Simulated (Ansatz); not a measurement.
# C3H11InS: the cost of one run

Method: the settings change from run to run; program: Ansatz 0.2.0, Gaussian basis.

1 further run of the same task is left out (for a known fault of the program). Runs told in other sessions of the task aren't counted.

### Step 1. The geometry

The structure was relaxed beforehand with PBE0-D4 in a triple-zeta def2 set. In takes a core potential in def2 sets; no spin-orbit term is included.

SMILES `[CH3][In-]([CH3])([CH3])[SH2+]`, 16 atoms, charge 0, spin multiplicity 1.

Atoms are counted from 1 here; the program's logs count them from 0.

Bond lengths: C1–In2 2.174 Å, C1–H6 1.093 Å, C1–H7 1.092 Å, C1–H8 1.092 Å, In2–C3 2.167 Å, In2–C4 2.174 Å, In2–S5 2.944 Å, C3–H9 1.092 Å, C3–H10 1.092 Å, C3–H11 1.093 Å, C4–H12 1.092 Å, C4–H13 1.092 Å, C4–H14 1.093 Å, S5–H15 1.343 Å, S5–H16 1.343 Å. Angles: In2–C1–H6 110.2°, In2–C1–H7 111.2°, In2–C1–H8 111.3°, H6–C1–H7 107.5°, H6–C1–H8 107.6°, H7–C1–H8 108.9°, C1–In2–C3 119.9°, C1–In2–C4 118.8°, C1–In2–S5 92.7°, C3–In2–C4 119.9°, C3–In2–S5 96.6°, C4–In2–S5 92.7°, In2–C3–H9 111.1°, In2–C3–H10 111.1°, In2–C3–H11 110.0°, H9–C3–H10 108.8°, H9–C3–H11 107.8°, H10–C3–H11 107.9° and more.

### Step 2. wPBEh/def2-TZVPD

Options: a point charge of 2.00 e beside it.

File in.yaml:

```yaml
crystal:
  periodic: [false, false, false]
  atoms:
    - {symbol: C, position_ang: [-0.772713, 1.301645, -1.562810]}
    - {symbol: In, position_ang: [0.293539, -0.118107, -0.308438]}
    - {symbol: C, position_ang: [2.350136, 0.271090, 0.254513]}
    - {symbol: C, position_ang: [-0.552519, -2.099412, -0.016303]}
    - {symbol: S, position_ang: [-0.936290, 0.924546, 2.154687]}
    - {symbol: H, position_ang: [-0.473131, 1.181493, -2.607131]}
    - {symbol: H, position_ang: [-0.548059, 2.330561, -1.272650]}
    - {symbol: H, position_ang: [-1.852736, 1.146909, -1.508447]}
    - {symbol: H, position_ang: [2.511568, 1.334685, 0.440000]}
    - {symbol: H, position_ang: [2.625258, -0.287407, 1.151180]}
    - {symbol: H, position_ang: [3.023257, -0.034480, -0.550609]}
    - {symbol: H, position_ang: [-1.644473, -2.070117, -0.025835]}
    - {symbol: H, position_ang: [-0.218893, -2.535714, 0.927936]}
    - {symbol: H, position_ang: [-0.232663, -2.768556, -0.819226]}
    - {symbol: H, position_ang: [-1.896787, 1.569773, 1.472909]}
    - {symbol: H, position_ang: [-1.698398, -0.169710, 2.314625]}
basis:
  gaussian: {orbitals: def2-TZVPD, point_charges: [{charge: 2.00, position_ang: [6.191, 0.123, 0.331]}]}
hamiltonian: {xc: {name: wPBEh}}
```

Command:

```bash
$ ansatz run in.yaml --threads 4 --pin off --events-out ev --progress --plain --max-ram 11315MiB
```

**Question.** How long does this run take on 4 threads of Arm Neoverse V2, shared host, and how much memory does it need?

About 29 s, with a peak of 1.6 GiB.
